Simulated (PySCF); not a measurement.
# B3H6N3: the cost of one run

The runs use PySCF 2.14.0, with density-fitted response routines of our own; the level of theory stands in each step. All values are computed, except where a source is named. Atoms are numbered from 0 throughout.

## 1. The molecule as given

12 atoms, charge 0, multiplicity 1; geometry from: PBE0-D3(BJ)/def2-SVP.

Bonds of the start (Å): B0–N1 1.43, N1–B2 1.43, B2–N3 1.43, N3–B4 1.43, B4–N5 1.43, N5–B0 1.43, B0–H6 1.21, N1–H7 1.01, B2–H8 1.21, N3–H9 1.01, B4–H10 1.21, N5–H11 1.01.

## 2. NMR shieldings: PBE0/6-31G*

What the job is given:

```
{"job": {"kind": "nmr", "xc": "PBE0", "basis": "6-31G*", "pop": true}, "charge": 0, "multiplicity": 1}
B      1.076032    -1.199941     0.145006
N      1.490973     0.128056     0.461559
B      0.592371     1.236284     0.455360
N     -0.770037     0.975811     0.120374
B     -1.244769    -0.328585    -0.208875
N     -0.297839    -1.395593    -0.186255
H      1.858096    -2.122778     0.156555
H      2.460715     0.289941     0.697986
H      0.970531     2.353590     0.723318
H     -1.422447     1.748228     0.105843
H     -2.403606    -0.522619    -0.496597
H     -0.613425    -2.328616    -0.415312
```

With the program's defaults for keys left out, this is: GIAO PBE0/6-31G* NMR shielding, non-relativistic, gas phase.

Command:

```
$ OMP_NUM_THREADS=1 python probes_run.py task.json out
```

One launch serves the whole session: the jobs run in the order shown.

Q: Estimate the wall time and peak memory of this first job on 1 thread of Arm Neoverse V1, shared host.

About 7.3 s, with a peak of 0.55 GiB.
